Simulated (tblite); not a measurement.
# C7H12BN: the cost of one run

Computed with tblite 0.8.0 and PySCF 2.14.0, with density-fitted response routines of our own, on a single molecule in the gas phase. Atoms count from 0, in the outputs and in this text.

## (1) The molecule as given

21 atoms, charge 0, multiplicity 1; geometry from: force field or distance geometry start.

Bonds of the start (Å): C0–B1 1.59, B1–C2 1.58, B1–C3 1.56, C3–C4 1.43, C4–N5 1.18, C3–C6 1.33, C6–C7 1.50, C6–C8 1.50, C0–H9 1.14, C0–H10 1.08, C0–H11 1.13, C2–H12 1.14, C2–H13 1.12, C2–H14 1.09, C7–H15 1.14, C7–H16 1.10, C7–H17 1.09, C8–H18 1.09, C8–H19 1.12, C8–H20 1.13.

## (2) Relaxing the molecule with GFN2-xTB

Job settings and geometry (Å):

```
{"job": {"kind": "relax", "xc": "GFN2-xTB", "basis": "xTB"}, "charge": 0, "multiplicity": 1}
C     -0.937300     0.354600     2.066500
B     -0.416200     1.000700     0.708100
C     -1.027200     2.412300     0.328000
C     -0.141300     0.024300    -0.472900
C     -1.011800     0.112100    -1.608700
N     -1.737000     0.184300    -2.542900
C      0.837100    -0.877800    -0.455200
C      0.943400    -1.730800    -1.682800
C      1.778600    -1.047700     0.694500
H     -1.630300     1.104300     2.575300
H     -0.166100     0.143600     2.799000
H     -1.530500    -0.570200     1.819500
H     -2.130000     2.404400     0.626600
H     -0.505900     3.245400     0.864100
H     -1.009300     2.512600    -0.758800
H      0.299100    -2.634400    -1.443900
H      1.954700    -2.140900    -1.820400
H      0.621200    -1.228600    -2.592400
H      2.798900    -1.298000     0.410200
H      1.697500    -0.110500     1.306400
H      1.303300    -1.842700     1.334100
```

On the command line:

```
$ OMP_NUM_THREADS=1 python probes_run.py task.json out
```

This one command runs all jobs of the session in turn.

Q: Estimate the wall time and peak memory of this first job on 1 thread of Intel Xeon 6975P-C, shared host.

About 1.4 s, with a peak of 0.18 GiB.
